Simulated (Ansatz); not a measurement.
# CsSmF4: the cost of one run

Computed with Ansatz 0.2.0 (DFT PBE, scalar-relativistic, plane waves, PAW; 4f electrons in the core of a trivalent norm-conserving potential, unless a step's input says otherwise).

**1. The structure to begin with**

Symmetry: F-43m, No. 216, cubic system. The conventional cell has a = 7.766 Å, b = 7.766 Å, c = 7.766 Å, α = 90.00°, β = 90.00°, γ = 90.00°. Cs (site symmetry -43m) is surrounded by 12 F at 3.22 Å and 4 Sm at 3.36 Å. Sm (site symmetry -43m) has 12 F at 3.22 Å and 4 Cs at 3.36 Å in its first shell of neighbours. F (site symmetry 3m) has 6 F at 2.73 to 2.76 Å and 3 Sm at 3.22 Å and 3 Cs at 3.22 Å in its first shell of neighbours.

Structure file:

```xyz
6
Lattice="0.0000 3.8829 3.8829 3.8829 0.0000 3.8829 3.8829 3.8829 0.0000" Properties=species:S:1:pos:R:3 pbc="T T T"
Cs    1.9415    1.9415    1.9415
Sm    0.0000    0.0000    0.0000
F     2.9064    2.9064    4.8594
F     2.9064    4.8594    2.9064
F     4.8594    2.9064    2.9064
F     4.8594    4.8594    4.8594
```

A structure generator made this guess: species swapped into a database cell of ErCdCu4 (F-43m, No. 216), with Cs on the Er sites, Sm on the Cd sites and F on the Cu sites. Its size is a rough estimate.

**2. A first look at the guess**

Contents of input.yaml:

```yaml
crystal:
  lattice:
    - [0.0, 3.88292065, 3.88292065]
    - [3.88292065, 0.0, 3.88292065]
    - [3.88292065, 3.88292065, 0.0]
  atoms:
    - { symbol: Cs, position: [0.25, 0.25, 0.25] }
    - { symbol: Sm, position: [0.0, 0.0, 0.0] }
    - { symbol: F, position: [0.62574, 0.62574, 0.12278] }
    - { symbol: F, position: [0.62574, 0.12278, 0.62574] }
    - { symbol: F, position: [0.12278, 0.62574, 0.62574] }
    - { symbol: F, position: [0.62574, 0.62574, 0.62574] }
basis:
  ecutwfc: 690
kpoints:
  mp_grid: { grid: [4, 4, 4] }
hamiltonian:
  xc: pbe
  pseudopotentials:
    kind: paw
    azcp: { Sm: "pseudopotentials/pbe/nc/lanthanide_3plus/Sm.nc.azcp" }
scf:
  occupations: { method: gaussian, width: 0.1 }
  lower_state_search: "off"
output:
  forces: true
  stress: true
  eigenvalues: true
```

Run with:

```sh
ansatz run input.yaml --threads 1 --pin off --max-ram 2560MiB --backend cpu --events-out ev --progress --plain --runs-dir out
```

What time and memory should one allow on 1 thread of Intel Xeon at 2.50GHz (Skylake/Cascade Lake), shared host?

About 12 s, with a peak of 0.41 GiB.
